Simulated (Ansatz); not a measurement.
# BClH5OP: the cost of one run

Method: RKS PBE/6-31G*, in Ansatz 0.2.0.

**1. The structure to begin with**

Bond lengths: B1–Cl3 1.860 Å, B1–O4 1.410 Å, O4–H5 1.010 Å, B1–P6 2.210 Å, P6–H7 1.420 Å, P6–H8 1.420 Å, P6–H9 1.564 Å. Angles: Cl3–B1–O4 120.0°, Cl3–B1–P6 88.5°, O4–B1–P6 110.0°, B1–O4–H5 109.5°, B1–P6–H7 109.5°, B1–P6–H8 109.5°, B1–P6–H9 56.9°, H7–P6–H8 109.4°, H7–P6–H9 72.0°, H8–P6–H9 164.5°.

Structure file:

```xyz
9

B     0.0000    0.0000    0.0000
H     0.0000    0.0000    1.5400
Cl    1.6108    0.0000   -0.9300
O    -1.2211    0.0000   -0.7050
H    -1.7308   -0.8467   -0.4965
P     0.4713    2.0436    0.6969
H     1.5351    1.9906    1.6360
H     0.8576    2.8446   -0.4102
H     0.1964    0.8517    1.6712
```

**2. A restrained relaxation towards end A**

Springs on the bonds that form and break draw the guess towards this end; the thresholds are loose.

Input file input.yaml:

```yaml
crystal:
  periodic: [false, false, false]
  atoms:
    - { symbol: B, position_ang: [0.0, 0.0, 0.0] }
    - { symbol: H, position_ang: [0.0, 0.0, 1.54] }
    - { symbol: Cl, position_ang: [1.6108, 0.0, -0.93] }
    - { symbol: O, position_ang: [-1.2211, 0.0, -0.705] }
    - { symbol: H, position_ang: [-1.7308, -0.8467, -0.4965] }
    - { symbol: P, position_ang: [0.4713, 2.0436, 0.6969] }
    - { symbol: H, position_ang: [1.5351, 1.9906, 1.636] }
    - { symbol: H, position_ang: [0.8576, 2.8446, -0.4102] }
    - { symbol: H, position_ang: [0.1964, 0.8517, 1.6712] }
basis:
  gaussian: { orbitals: "6-31G*" }
hamiltonian:
  xc: pbe
relax:
  f_tol: 0.15
  max_steps: 25
  restrain:
    - { distance: [0, 5], at: 3.11, k: 30.0 }
    - { distance: [8, 1], at: 1.86, k: 30.0 }
    - { distance: [0, 1], at: 1.19, k: 30.0 }
    - { distance: [8, 5], at: 1.42, k: 30.0 }
```

Run with:

```
ansatz run input.yaml --threads 2 --pin off --max-ram 3072MiB --backend cpu --events-out ev --progress --plain --runs-dir out
```

**Question.** How long does this run take on 2 threads of Arm Neoverse V2, shared host, and how much memory does it need?

About 15 s, with a peak of 0.14 GiB.
